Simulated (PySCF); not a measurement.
# I4Nd (Nd(I)4-): the cost of one run

Method: PBE0, Nd lcecp-1-SVP with ECP49, I def2-SVP with ECP28; scalar-relativistic core potentials, no spin–orbit coupling; program: PySCF 2.14.0.

1 further run of the same task is left out (for a known fault of the program). Runs told in other sessions of the task aren't counted.

## (1) Starting geometry

5 atoms, charge -1, spin multiplicity 1.

Bond lengths: Nd1–I2 3.016 Å, Nd1–I3 3.016 Å, Nd1–I4 3.016 Å, Nd1–I5 3.016 Å. Angles: I2–Nd1–I3 109.5°, I2–Nd1–I4 109.5°, I2–Nd1–I5 109.5°, I3–Nd1–I4 109.5°, I3–Nd1–I5 109.5°, I4–Nd1–I5 109.5°.

Coordinates:

```tsv
atom	x (Å)	y (Å)	z (Å)
Nd1	0.0000	0.0000	0.0000
I2	1.7410	1.7410	1.7410
I3	-1.7410	-1.7410	1.7410
I4	1.7410	-1.7410	-1.7410
I5	-1.7410	1.7410	-1.7410
```

Formal oxidation states: Nd +3. Each metal's 3 4f electrons lie in its core potential, so multiplicities, spins and levels count the valence alone.

## (2) SCF at the start, singlet

run.py (the lines that set the calculation)

```python
mol = gto.M(atom='''
Nd     0.00000     0.00000     0.00000
I      1.74100     1.74100     1.74100
I     -1.74100    -1.74100     1.74100
I      1.74100    -1.74100    -1.74100
I     -1.74100     1.74100    -1.74100''',
    basis={'Nd': 'lcecp-1-SVP', 'I': 'def2-SVP'},
    ecp={'Nd': 'lcecp-1-SVP', 'I': 'def2-SVP'},
    charge=-1, spin=0)
mf = dft.RKS(mol, xc='PBE0')
mf.grids.atom_grid = (50, 194)  # f atoms: unpruned, at least (60, 302)
mf = mf.density_fit()  # fitting sets: Nd AutoAux, I def2-universal-JKFIT
mf.conv_tol = 1e-08; mf.max_cycle = 55
mf.kernel(dm0)  # dm0: free metal ions and neutral atoms
```

The run is started by

```console
OMP_NUM_THREADS=4 python run.py
```

Q: Estimate wall time and peak memory on 4 threads of Intel Xeon at 2.70GHz, shared host.

About 6.2 s, with a peak of 0.59 GiB.
